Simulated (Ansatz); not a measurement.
# GeH₃F (singlet): the correlation ladder at distance Ge1–F2 = 1.921 Å, cc-pVDZ

The task here is to estimate one member of a computed series from the others.

The runs use Ansatz 0.2.0, Gaussian basis; cc-pVDZ, core rule «outside noble gas», up to 15 orbitals frozen.

To be run: UHF; CCSD(T) on RHF; BCCD(T) on RHF; CISD; CCSDT(Q) on RHF; CASSCF and MRCISD+Q, 2 electrons in 2 orbitals; CASSCF and NEVPT2, 2 electrons in 2 orbitals.

36 further runs of the same task are left out: 7 for a known fault of the program, 1 for a mislabelled method, 26 that didn't finish, 2 set aside as unsound or not needed.

**The geometry**

The geometry derives from a PBE0/def2-TZVP stationary point (not a proven minimum). One bond is set to the value named and the two fragments are kept rigid. No spin-orbit coupling is included. The filled d shell of Ge may be among the frozen orbitals whatever the setting's name suggests; the logs give the count.

5 atoms, charge 0, spin multiplicity 1.

Atoms are counted from 1 here; the program's logs count them from 0.

Bond lengths: Ge1–F2 1.921 Å, Ge1–H3 1.533 Å, Ge1–H4 1.533 Å, Ge1–H5 1.533 Å. Angles: F2–Ge1–H3 106.2°, F2–Ge1–H4 106.2°, F2–Ge1–H5 106.2°, H3–Ge1–H4 112.5°, H3–Ge1–H5 112.5°, H4–Ge1–H5 112.5°.

The first run:

Contents of in.yaml:

```yaml
crystal:
  periodic: [false, false, false]
  atoms:
    - {symbol: Ge, position_ang: [-0.371824, -0.002660, 0.001709]}
    - {symbol: F, position_ang: [1.549106, 0.011081, -0.007121]}
    - {symbol: H, position_ang: [-0.811249, 1.466205, 0.004649]}
    - {symbol: H, position_ang: [-0.789597, -0.742491, 1.277947]}
    - {symbol: H, position_ang: [-0.801328, -0.740897, -1.271554]}
basis:
  gaussian: {orbitals: cc-pVDZ}
magnetization: {spin_polarized: true, initial_magnetization: 0}
hamiltonian: {xc: hf}
output: {orbitals: {seedname: orbitals}}
```

The run is started by

```sh
$ ansatz run in.yaml --threads 1 --pin off --events-out ev --progress --plain --max-ram 2393MiB
```

Steps of the session up to this table: UHF; CCSD(T) on RHF; BCCD(T) on RHF; CISD; CCSDT(Q) on RHF; CASSCF and MRCISD+Q, 2 electrons in 2 orbitals; CASSCF and NEVPT2, 2 electrons in 2 orbitals.

One table of the session follows, with a row left open; its other results are not shown here.

```
       method  from RCCSDT(Q) (meV)
          RHF                     ?
         RMP2                +818.0
        RCCSD                +186.0
     RCCSD(T)                 +36.5
      BCCD(T)                 +33.0
       RCCSDT                 +18.7
    RCCSDT(Q)                     0
  CASSCF pair               +8227.2
  NEVPT2 pair                +818.9
  MRCISD pair                +733.6
MRCISD+Q pair                 +94.7
```

Q: Estimate the row for RHF from the others.

As computed: from RCCSDT(Q) (meV): +8852.7. In the column «from RCCSDT(Q) (meV)» it is the highest.

Not comparable, so not listed: CISD (they don't share determinant, frozen orbitals or solution with the rows shown, or repeat one).
